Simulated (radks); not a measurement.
# The first electron to leave Cs

The task here is to estimate one member of a computed series from the others.

Program: radks (a radial shooting solver on a logarithmic mesh, Libxc functionals) version 1. Level of theory: scalar-relativistic Kohn-Sham, LDA (Slater exchange, Perdew-Wang correlation), spin-polarised, spherical densities, finite nucleus; open shells are filled with parallel spins first. These are calculated values, not measurements, unless marked.

3 further runs of the same task are left out: 3 set aside as unsound or not needed.

### The system

| Quantity | Value |
| --- | --- |
| element | caesium (Z = 55) |
| charge | 0 |
| electrons | 55 |
| configuration | [Xe] 6s1 |
| nuclear rms radius | 4.8041 fm |

The outer shells:

Cs
```
[Xe] core
6s [↑ ]
```

Set-up of the first run:

The run's settings:

```text
Z 55
configuration [Xe] 6s1
relativity scalar-relativistic
functional lda,pw
spin polarised
nucleus finite rms 4.8041 fm
c 137.035999084
```

Among the steps run: The parent, Cs.

One of the session's tables, all rows but one given; the rest of the session is left out.

It belongs to the step «The parent, Cs». Sizes of the orbitals, from the radial functions (bohr):

```
  level     <r>  outermost maximum (interpolated)  90 % within  nodes
  4d up  0.8374                             0.721         1.27      1
4d down  0.8374                             0.721         1.27      1
  5s up   1.737                              1.54         2.52      4
5s down       ?                                 ?            ?      ?
  5p up   2.093                              1.77         3.11      3
5p down   2.083                              1.77         3.09      3
  6s up   5.476                              4.65         8.10      5
6s down   5.626                              4.63         8.46      5
```

**Question.** Estimate the row for 5s down.

The run gave: <r>: 1.735; outermost maximum (interpolated): 1.54; 90 % within: 2.52; nodes: 4. In the column «<r>» it lies between 4d down (0.8374) and 5s up (1.737).
